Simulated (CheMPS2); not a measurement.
**InF (SMILES [F][In]) at DMRG/ANO-RCC-MB**

What is the vertical singlet–triplet gap of InF at DMRG/ANO-RCC-MB? 

The calculation is run with CheMPS2 1.8.12.

3 further runs of the same task are left out: 2 that didn't finish, 1 set aside as unsound or not needed.

## (1) The molecule

InF has 2 atoms, charge 0, and is taken as a singlet. SMILES: `[F][In]`. The shape comes from GFN2-xTB, which is rough for such elements, and wasn't checked as a minimum.

Bond lengths: F1–In2 2.025 Å.

## (2) The energy at DMRG/ANO-RCC-MB

Input file integrals.py:

```python
from pyscf import ao2mo, cc, dft, gto, mcscf, mp, scf
from pyscf.tools import fcidump

geom = """
F      0.000000     0.000000     0.000000
In     0.000000     0.000000     2.025490
"""
mol = gto.M(
    atom=geom,
    basis="ano-rcc-mb",
    charge=0,
    verbose=3,
    max_memory=2000,
)
print("nao = %d" % (mol.nao))
mf = scf.RHF(mol)
mf.conv_tol = 1e-10
mf.max_cycle = 200
mf.kernel()
if not mf.converged:
    mf = mf.newton().run(mf.mo_coeff, mf.mo_occ)
print(f"reference energy = {mf.e_tot:.10f}")
ref = mf
pt = mp.MP2(ref, frozen=19).run()
mycc = cc.CCSD(ref, frozen=19)
mycc.max_cycle = 150
mycc.kernel()
print("MP2 total energy = %.10f" % (pt.e_tot))
if mycc.converged:
    print("CCSD total energy = %.10f" % (mycc.e_tot))
    print(f"CCSD(T) total energy = {mycc.e_tot + mycc.ccsd_t():.10f}")
    print("T1 = %.4f" % (mycc.get_t1_diagnostic()))
ks = dft.RKS(mol, xc="blyp").set(conv_tol=1e-9, verbose=3).run()
if ks.converged:
    print("E(BLYP) = %.8f" % (ks.e_tot))
ks = dft.RKS(mol, xc="m06l").set(conv_tol=1e-9, verbose=3).run()
if ks.converged:
    print("E(M06-L) = %.8f" % (ks.e_tot))
ks = dft.RKS(mol, xc="pbe0").set(conv_tol=1e-9, verbose=3).run()
if ks.converged:
    print("E(PBE0) = %.8f" % (ks.e_tot))
occ_no, mo = mcscf.addons.make_natural_orbitals(mp.MP2(mf, frozen=19).run())
mf.mo_coeff = mo
cas = mcscf.CASCI(mf, 13, 20)
h1, ecore = cas.get_h1eff()
fcidump.from_integrals("FCIDUMP", h1, cas.get_h2eff(), 13, 20, nuc=ecore, ms=0)
ci = mcscf.CASCI(mf, 13, (10, 10))
ci.fix_spin_(ss=0)
ci.fcisolver.conv_tol = 1e-10
ci.fcisolver.max_cycle = 200
ci.kernel()
print(f"FCI energy = {ci.e_tot:.10f}")
```

Input file dmrg.input:

```
FCIDUMP = FCIDUMP
GROUP = 0
MULTIPLICITY = 1
NELECTRONS = 20
IRREP = 0
EXCITATION = 0
SWEEP_STATES = 18, 37, 75, 150, 150
SWEEP_ENERGY_CONV = 1e-04, 1e-04, 1e-04, 1e-04, 1e-06
SWEEP_MAX_SWEEPS = 3, 3, 2, 4, 6
SWEEP_NOISE_PREFAC = 0.5, 0.05, 0.05, 0.005, 0.0
SWEEP_DVDSON_RTOL = 3e-04, 3e-04, 3e-04, 3e-04, 3e-05
NOCC = 0
NACT = 13
NVIR = 0
MOLCAS_FIEDLER = TRUE
PRINT_CORR = TRUE
TMP_FOLDER = .
```

Run with:

```console
$ python integrals.py && chemps2 --file=dmrg.input
```

Standard output:

```text
$ python integrals.py
nao = 32
converged SCF energy = -5686.89962452106
reference energy = -5686.8996245211
E(RMP2) = -5686.93215110167  E_corr = -0.0325265806074895
E(SCS-RMP2) = -5686.93362621391  E_corr = -0.0340016928477779
E(CCSD) = -5686.944419637099  E_corr = -0.04479511603979248
MP2 total energy = -5686.9321511017
CCSD total energy = -5686.9444196371
CCSD(T) correction = -0.00556718569609048
CCSD(T) total energy = -5686.9499868228
T1 = 0.0177
converged SCF energy = -5690.23286892293
E(BLYP) = -5690.23286892
converged SCF energy = -5689.91800698406
E(M06-L) = -5689.91800698
converged SCF energy = -5689.59413817324
E(PBE0) = -5689.59413817
E(RMP2) = -5686.93215110167  E_corr = -0.0325265806074895
E(SCS-RMP2) = -5686.93362621391  E_corr = -0.0340016928477779
CASCI E = -5686.95065656624  E(CI) = -104.939548616692  S^2 = 0.0000000
FCI energy = -5686.9506565662

[... 61 lines left out ...]
***     Minimum energy           = -5686.93692398947
[... 36 lines left out ...]
***     Maximum discarded weight = 0.000498342177714647
[... 20 lines left out ...]
***     Minimum energy           = -5686.94908692928
[... 21 lines left out ...]
***     Minimum energy           = -5686.95049655695
[... 15 lines left out ...]
***     Maximum discarded weight = 1.06022801405586e-05
[... 22 lines left out ...]
***     Maximum discarded weight during the last sweep     = 1.07038783878202e-05
[... 21 lines left out ...]
***     Maximum discarded weight during the last sweep     = 2.20027609309838e-07
[... 21 lines left out ...]
***     Maximum discarded weight during the last sweep     = 1.83887657134405e-33
[... 21 lines left out ...]
***     Maximum discarded weight during the last sweep     = 2.92776406900797e-32
[... 97 lines left out ...]
--------------------------------------------------------
Two-orbital mutual information = 0.5 * ( s1(i) + s1(j) - s2(i,j) ) * ( 1 - delta(i,j) )
Hamiltonian index order is used!

   Columns 1 to 8

    0           0.000024    0.000030    0.000030    0.000010    0.000010    0.000016    0.000016
    0.000024    0           0.000008    0.000008    0.000005    0.000005    0.000083    0.000083
    0.000030    0.000008    0           0.000023    0.000019    0.000019    0.000013    0.000009
[... 9 lines of this table left out ...]
    0.000727    0.000929    0.000561    0.000561    0.000013    0.000013    0.013774    0.013774

   Columns 9 to 13

    0.000093    0.000306    0.000032    0.000032    0.000727
    0.000291    0.000308    0.000107    0.000107    0.000929
    0.000060    0.000514    0.000039    0.000680    0.000561
[... 9 lines of this table left out ...]
    0.056157    0.043245    0.015653    0.015653    0

--------------------------------------------------------
```

Run time: 26 s. Hardware: 1 thread of Arm Neoverse V1, shared host; peak memory 0.19 GiB.

## (3) The triplet: the energy at DMRG/ANO-RCC-MB

Input file integrals.py:

```python
from pyscf import ao2mo, cc, dft, gto, mcscf, mp, scf
from pyscf.tools import fcidump

mol = gto.M(atom="""
F
In 1 2.02549
""", basis="ano-rcc-mb", charge=0, spin=2, verbose=4)
print("nao                     : %d" % (mol.nao))
mf = scf.ROHF(mol)
mf.conv_tol = 1e-10
mf.max_cycle = 200
mf.kernel()
if not mf.converged:
    mf = mf.newton().run(mf.mo_coeff, mf.mo_occ)
print(f"reference energy        : {mf.e_tot:.10f}")
ref = scf.UHF(mol).run(mf.make_rdm1(), conv_tol=1e-10)
pt = mp.MP2(ref, frozen=19).run()
mycc = cc.CCSD(ref, frozen=19)
mycc.max_cycle = 150
mycc.kernel()
print(f"MP2 total energy        : {pt.e_tot:.10f}")
if mycc.converged:
    print(f"E(CCSD)                 : {mycc.e_tot:.10f}")
    print(f"CCSD(T) total energy    : {mycc.e_tot + mycc.ccsd_t():.10f}")
ks = dft.UKS(mol, xc="blyp").set(conv_tol=1e-9, verbose=3).run(mf.make_rdm1())
if ks.converged:
    print("E(BLYP)                 : %.8f" % (ks.e_tot))
ks = dft.UKS(mol, xc="m06l").set(conv_tol=1e-9, verbose=3).run(mf.make_rdm1())
if ks.converged:
    print("E(M06-L)                : %.8f" % (ks.e_tot))
ks = dft.UKS(mol, xc="pbe0").set(conv_tol=1e-9, verbose=3).run(mf.make_rdm1())
if ks.converged:
    print("E(PBE0)                 : %.8f" % (ks.e_tot))
occ_no, mo = mcscf.addons.make_natural_orbitals(mp.MP2(mf.to_uhf(), frozen=19).run())
mf.mo_coeff = mo
cas = mcscf.CASCI(mf, 13, 20)
h1, ecore = cas.get_h1eff()
fcidump.from_integrals("FCIDUMP", h1, cas.get_h2eff(), 13, 20, nuc=ecore, ms=2)
ci = mcscf.CASCI(mf, 13, (11, 9))
ci.fix_spin_(ss=2)
ci.fcisolver.conv_tol = 1e-10
ci.fcisolver.max_cycle = 200
ci.kernel()
print("exact diagonalisation   : %.10f" % (ci.e_tot))
```

Input file dmrg.input:

```
FCIDUMP = FCIDUMP
GROUP = 0
MULTIPLICITY = 3
NELECTRONS = 20
IRREP = 0
EXCITATION = 0
SWEEP_STATES = 50, 75, 100, 100
SWEEP_ENERGY_CONV = 1e-04, 1e-04, 1e-04, 1e-06
SWEEP_MAX_SWEEPS = 3, 3, 3, 6
SWEEP_NOISE_PREFAC = 0.05, 0.05, 0.005, 0.0
SWEEP_DVDSON_RTOL = 3e-04, 3e-04, 3e-04, 3e-05
NOCC = 0
NACT = 13
NVIR = 0
MOLCAS_FIEDLER = TRUE
PRINT_CORR = TRUE
TMP_FOLDER = .
```

Run with:

```console
$ python integrals.py && chemps2 --file=dmrg.input
```

Standard output:

```text
$ python integrals.py

[INPUT] verbose = 4
[INPUT] num. atoms = 2
[INPUT] num. electrons = 58
[INPUT] charge = 0
[INPUT] spin (= nelec alpha-beta = 2S) = 2
[INPUT] symmetry False subgroup None
[INPUT] Mole.unit = angstrom
[INPUT] Symbol           X                Y                Z      unit          X                Y                Z       unit  Magmom
[INPUT]  1 F      0.000000000000   0.000000000000   0.000000000000 AA    0.000000000000   0.000000000000   0.000000000000 Bohr   0.0
[INPUT]  2 In     2.025490000000   0.000000000000   0.000000000000 AA    3.827621368045   0.000000000000   0.000000000000 Bohr   0.0

nuclear repulsion = 115.215157821426
number of shells = 5
number of NR pGTOs = 185
number of NR cGTOs = 32
basis = ano-rcc-mb
ecp = {}
CPU time:         0.74
nao                     : 32

[... 105 lines left out ...]
converged SCF energy = -5686.87913819584  <S^2> = 2.0020611  2S+1 = 3.0013737
[... 60 lines left out ...]
WARN: HOMO 0.036909989413161 >= LUMO -0.0653746900955344
[... 15 lines left out ...]
WARN: HOMO -0.112830985955808 >= LUMO -0.165591498462845
[... 25 lines left out ...]
WARN: HOMO -0.10147076006242 >= LUMO -0.132305452749258
[... 15 lines left out ...]
WARN: HOMO -0.116743113430129 >= LUMO -0.167619406129474
[... 138 lines left out ...]
***     Maximum discarded weight = 7.79659541023069e-07
[... 29 lines left out ...]
***     Maximum discarded weight = 3.507887189504e-06
[... 36 lines left out ...]
***     Maximum discarded weight = 9.90986789731482e-08
[... 36 lines left out ...]
***     Maximum discarded weight during the last sweep     = 1.20570478215933e-07
[... 97 lines left out ...]
--------------------------------------------------------
Two-orbital mutual information = 0.5 * ( s1(i) + s1(j) - s2(i,j) ) * ( 1 - delta(i,j) )
Hamiltonian index order is used!

   Columns 1 to 8

    0           0.000028    0.000023    0.000016    0.000013    0.000007    0.000013    0.000010
    0.000028    0           0.000028    0.000016    0.000007    0.000008    0.000031    0.000007
    0.000023    0.000028    0           0.000014    0.000027    0.000012    0.000011    0.000024
[... 9 lines of this table left out ...]
    0.000023    0.000021    0.000493    0.000505    0.000567    0.000409    0.002715    0.087981

   Columns 9 to 13

    0.000034    0.000038    0.000028    0.000381    0.000023
    0.000045    0.000253    0.000076    0.000293    0.000021
    0.000048    0.000489    0.000352    0.000063    0.000493
[... 9 lines of this table left out ...]
    0.015664    0.081508    0.014444    0.013258    0

--------------------------------------------------------
```

It took 36 s on 1 thread of Arm Neoverse V1, shared host; peak memory 0.2 GiB.

## (4) What came out

At DMRG/ANO-RCC-MB, 19 core orbitals frozen:

```
                                              quantity           value
                  run 1, DMRG/ANO-RCC-MB: total energy  -5686.95066 Eh
run 1, DMRG/ANO-RCC-MB: T1 diagnostic of the CCSD step           0.018
                                 triplet: total energy  -5686.90982 Eh
      vertical energy of the triplet above the singlet        1.111 eV
```

What this shows: At this shape the triplet lies 1.11 eV (107 kJ/mol) above the singlet. In a minimal basis such a difference can be off by several eV, whatever the method. The basis (run 1, DMRG/ANO-RCC-MB) was made for a relativistic Hamiltonian, but the run is non-relativistic. The basis (triplet) was made for a relativistic Hamiltonian, but the run is non-relativistic.
